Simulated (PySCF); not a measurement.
**The bond of BeI−, level by level**

The task here is to estimate one member of a computed series from the others.

Program: PySCF 2.14.0. Level of theory: Be def2-SVPD, I def2-SVPD with ECP28, scalar-relativistic core potentials. These are calculated values, not measurements.

Set-up of the first run:

The job is set up so:

```yaml
atoms: Be, I
charge: -1
basis: Be def2-SVPD, I def2-SVPD with ECP28
Hamiltonian: scalar-relativistic core potentials
basis_functions: 47
electrons_treated: 30
masses_in_u: 9.0122, 126.9045
levels: PBE0, PBE, r²SCAN, revPBE, M06, PW91, HF, MP2, SCS-MP2, CCSD, CCSD(T)
grid: 80 radial by 434 angular points
occupations: held fixed by the projection of orbital angular momentum
dissociation_limit: Be + I−, each in its ground configuration
starting_distance_in_angstrom: 2.370
values_of_2S_to_try: 0, 2
```

Started as:

```
$ OMP_NUM_THREADS=1 python dia.py task.json out
```

Among the steps run: The job; First curve: PBE0; Excited determinants; PBE (GGA); r²SCAN; revPBE (GGA); M06 (hybrid meta-GGA); PW91 (GGA); RHF; Correlated methods on the Hartree–Fock reference.

One table of the session follows, with a row left open; its other results are not shown here.

It belongs to the step «The curves together». Energy (eV) from each level's lowest point:

```
R (Å)    RHF  RHF-MP2  RHF-SCS-MP2  RHF-CCSD  RHF-CCSD(T)
2.208  0.345    0.309        0.329       n/a          n/a
2.311  0.173    0.148        0.163     0.195        0.187
2.414      ?        ?            ?         ?            ?
2.491  0.033    0.022        0.029     0.046        0.040
2.568  0.010    0.004        0.008     0.019        0.015
2.645  0.000    0.000        0.000     0.005        0.002
2.748  0.001    0.008        0.003     0.000        0.000
2.876  0.015    0.032        0.022     0.008        0.011
3.030  0.041    0.071        0.054     0.028        0.036
3.236  0.083    0.129        0.103       n/a          n/a
```

Estimate the missing values for R (Å) = 2.414.

Worked estimate for «RHF». A straight line through the neighbours (2.311, 0.173) and (2.491, 0.033) gives 0.173 + (0.033 − 0.173) × (2.414 − 2.311) / (2.491 − 2.311) = 0.093; a parabola fitted to 4 rows on both sides gives 0.070.

**Answer.** RHF: 0.075; RHF-MP2: 0.058; RHF-SCS-MP2: 0.068; RHF-CCSD: 0.092; RHF-CCSD(T): 0.085. In «RHF» the line misses by +0.018 and the parabola by -0.005.
